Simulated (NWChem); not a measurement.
# AlCl (aluminium monochloride): B3LYP/def2-TZVP

What is the electronic atomisation energy of AlCl (aluminium monochloride) at B3LYP/def2-TZVP? 

The calculation is run with NWChem 7.3.0.

### 1 The structure to begin with

The species is AlCl (2 atoms), meant as a singlet with charge 0. SMILES: `[Al][Cl]`. The bond length is the measured one.

Bond lengths: Al1–Cl2 2.130 Å.

### 2 The energy at B3LYP/def2-TZVP

Input file nw.nw:

```
start nw
title "aluminium monochloride"
memory 2200 mb
geometry noautosym nocenter noautoz
 Al       0.000000       0.000000       0.000000
 Cl       0.000000       0.000000       2.130113
end
basis spherical bse
 * library def2-TZVP
end
dft
 xc b3lyp
 grid fine
 convergence energy 1e-08
 maxiter 100
 mulliken
 noprint "final vectors analysis"
end
task dft energy
```

Launch:

```
$ nwchem nw.nw > nw.out
```

Standard output:

```text
[...]
          Wavefunction type:  closed shell.
          No. of atoms     :     2
          No. of electrons :    30
[...]
          Charge           :     0
          Spin multiplicity:     1
[...]
          AO basis - number of functions:    74
[...]
              XC Information
              --------------
                         B3LYP Method XC Potential
                     Hartree-Fock (Exact) Exchange  0.200
                        Slater Exchange Functional  0.800 local
                    Becke 1988 Exchange Functional  0.720 non-local
              Lee-Yang-Parr Correlation Functional  0.810
                  VWN I RPA Correlation Functional  0.190 local
[...]
 d= 0,ls=0.0,diis     1   -702.7060548097 -7.58D+02  1.02D-02  7.83D-01     0.7
[...]
 d= 0,ls=0.0,diis     8   -702.7415007506 -1.35D-09  2.26D-06  7.63D-08     4.0
         Total DFT energy =     -702.741500750637
      One electron energy =    -1082.446196278509
           Coulomb energy =      371.738553083324
    Exchange-Corr. energy =      -46.936189980508
 Nuclear repulsion energy =       54.902332425056
[...]
      Total Density - Mulliken Population Analysis
     ---------------------------------------------
    Atom       Charge   Shell Charges
 -----------   ------   -------------------------------------------------------
    1 Al  13    12.73   2.00  0.64  1.33  1.23  0.73  2.93  2.19  0.88  0.46  0.17  0.07  0.07  0.03
    2 Cl  17    17.27   2.01  0.43  1.52  1.15  0.79  4.19  1.67  1.15  2.78  1.56  0.00  0.01  0.00
[...]
```

Wall time 4.8 s (1 thread of Intel Xeon 6975P-C (Granite Rapids), shared host); peak memory 0.11 GiB.

### 3 The Al atom at the same level

Input file al.xyz:

```xyz
1

Al     0.000000     0.000000     0.000000
```

Input file al.nw:

```
start al
memory 2200 mb
charge 0

geometry noautosym nocenter noautoz
 load format xyz al.xyz
end

basis spherical bse
 * library def2-TZVP
end

dft
 xc b3lyp
 mult 2
 grid fine
 convergence energy 1e-08
 maxiter 100
 mulliken
 print low
end

task dft energy
```

Run the same way, it converges to -242.38758 Eh (log not shown).

### 4 The Cl atom at the same level

Input file m1.nw:

```
start m1
title "Cl energy"
memory total 2200 mb

geometry units angstrom noautosym nocenter noautoz
 Cl       0.000000       0.000000       0.000000
end

basis "ao basis" spherical bse
 * library def2-TZVP
end

dft
 xc b3lyp
 mult 2
 grid fine
 convergence energy 1e-08
 maxiter 100
 mulliken
 noprint "final vectors analysis"
end

task dft energy
```

Run the same way, it converges to -460.16698 Eh (log not shown).

### 5 What came out

Level: B3LYP/def2-TZVP.

| quantity | value |
| --- | --- |
| molecule: total energy | -702.74150 Eh |
| molecule: dipole moment | 1.48 D |
| Al atom: total energy | -242.38758 Eh |
| Al atom: ⟨S²⟩ | 0.755 |
| Cl atom: total energy | -460.16698 Eh |
| Cl atom: ⟨S²⟩ | 0.753 |
| electronic atomisation energy | 5.087 eV |

**Reading.** Taking the molecule apart into free atoms costs 5.09 eV (491 kJ/mol), before zero-point energy and without spin-orbit coupling.
